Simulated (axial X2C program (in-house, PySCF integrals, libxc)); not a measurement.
# SeP: properties at the nuclei

Wanted for SeP: properties at the nuclei, at the two-component level.

Program: an in-house X2C program for linear molecules on PySCF integrals. Level of theory: two-component X2C with atomic mean-field terms, Se dyall-cv3z, P dyall-v3z. These are calculated values, not measurements.

**1. The job**

Input file task.json:

```json
{"zs": [34, 15], "q": 0, "bas": ["dyall-cv3z", "dyall-v3z"], "r0": 2.09, "levels": ["PBE0", "HF", "LDA", "BP86", "B3LYP"], "nst": 3}
```

Keys: zs atomic numbers; q charge; bas basis sets; r0 starting distance in Å; levels methods (HF also brings MP2); nst determinants followed.

On the command line:

```console
> python soeom.py task.json out
```

After this run come: Expectation values, lowest determinant; Expectation values, a higher determinant; Expectation values, a higher determinant.

Before running it: what results should come out? Wanted: lowest determinant; Eeff magnitude; Ws magnitude Se; A∥/gI Se; qzz Se; higher determinant (for each run or level that gives them).

As calculated:

| quantity | value |
| --- | --- |
| lowest determinant | Ω = 1/2 (excess of +ω over −ω: ω = 1/2) |
| Eeff magnitude (GV/cm), PBE0 | 0.106 |
| Ws magnitude Se (kHz), PBE0 | 0.0361 |
| A∥/gI Se (MHz), PBE0 | 1050 |
| qzz Se (a.u.), PBE0 | 0.32 |
| higher determinant | Ω = 3/2 (excess of +ω over −ω: ω = 3/2) |
| Eeff magnitude (GV/cm), PBE0, higher determinant | 0.035 |
| Ws magnitude Se (kHz), PBE0, higher determinant | 0.0273 |
| A∥/gI Se (MHz), PBE0, higher determinant | 246 |
| qzz Se (a.u.), PBE0, higher determinant | 0.27 |
| higher determinant | Ω = 5/2 (excess of +ω over −ω: ω = -1/2, 2 × ω = 3/2) |
| Eeff magnitude (GV/cm), PBE0, higher determinant | 0.143 |
| Ws magnitude Se (kHz), PBE0, higher determinant | 0.0356 |
| A∥/gI Se (MHz), PBE0, higher determinant | 152 |
| qzz Se (a.u.), PBE0, higher determinant | -0.41 |

**Reading.** In the first state, the effective field runs from 0.106 to 0.482 GV/cm over the mean-field levels, so the levels don't agree on it. The expectation values come from single determinants, which for open shells can mix terms of unlike spin or miss the lowest Ω, so a determinant need not be a state. Eeff is the effective electric field on the electron dipole moment in this Ω state and Ws the scalar–pseudoscalar constant (defined with the proton number Z and per Ω); A∥ is the parallel hyperfine constant, which follows by multiplying with the nuclear g factor gI = μI/(I μN); qzz is the electric field gradient, eQq0 = 234.96 MHz × Q/barn × qzz; μ is positive if P is the positive end. The operators were transformed with the bare-nucleus X2C matrices.
